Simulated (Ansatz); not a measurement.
Runs of Ansatz 0.2.0 on HPbNO4. Symmetry: P2_1/m, No. 11, monoclinic system. Conventional cell: a = 6.859 Å, b = 4.229 Å, c = 8.026 Å, α = 90.00°, β = 114.99°, γ = 90.00°. H (site symmetry m) has 1 O at 0.99 Å as nearest neighbours. Around Pb (site symmetry m) lie 5 O at 2.47 to 2.74 Å. N (site symmetry m) has 3 O at 1.24 to 1.28 Å as nearest neighbours. O (site symmetry m) has 1 H at 0.99 Å as nearest neighbours. Around O (site symmetry m) lie 1 N at 1.24 Å. Around O (site symmetry m) lie 1 N at 1.27 Å. O (site symmetry m) is surrounded by 1 N at 1.28 Å. The cell was built by a generator and needn't be a form met in nature.

| task | level | cell | k mesh | cutoff (eV) | target pressure (GPa) | mesh quality | gap on the mesh (eV) | pressure (GPa) | relaxed volume (Å³/atom) | largest force (eV/Å) |
| --- | --- | --- | --- | --- | --- | --- | --- | --- | --- | --- |
| relaxation of cell and atoms | PBE | relaxed | 3 × 5 × 3 | 420 | - | not flagged | 3.15 | 0.0 | 15.07 | - |
| single point | r2SCANh | as given | 2 × 3 × 2 | 500 | - | coarse | (a) | (c) | - | 1.18 |
| relaxation of cell and atoms | PBE+D3(BJ)-ATM | relaxed | 3 × 5 × 3 | 420 | - | not flagged | 3.08 | 0.0 | 14.71 | 0.01 |
| relaxation of cell and atoms | PBEsol+D3(BJ) | relaxed | 3 × 5 × 3 | 420 | - | not flagged | 2.95 | 0.0 | 13.69 | 0.01 |
| relaxation of cell and atoms | PBE | relaxed to 5 GPa | 3 × 5 × 3 | 420 | 5 | not flagged | (b) | 5.0 | - | 0.01 |

Alike in all rows: potentials or basis Ansatz PAW; no spin polarisation; smearing fermi-dirac 0.05 eV.

Q: Estimate the missing entries.

A: (a) 4.26; (b) 2.80; (c) -4.3.

Caveats: some runs use coarse meshes; odd divisions of the mesh miss points on the zone boundary, where band edges often lie, so the gap on the mesh can be too wide; spin-orbit coupling is left out, which as a rule narrows the gap of such compounds by several tenths of an eV; the plane-wave basis is chosen anew once the cell has moved, so the energies of steps on either side of that aren't comparable (some runs); the PAW data sets come from PBE, with cores solved anew for the run's functional, which leaves a small shift of forces and pressure (some runs); forces of over 1 eV/Å show positions far from the minimum, so gaps and moduli don't describe the material at rest (some runs); the thresholds are loose for stress (some runs).

A k mesh can miss the band edges, and the runs leave out spin-orbit coupling on Pb.
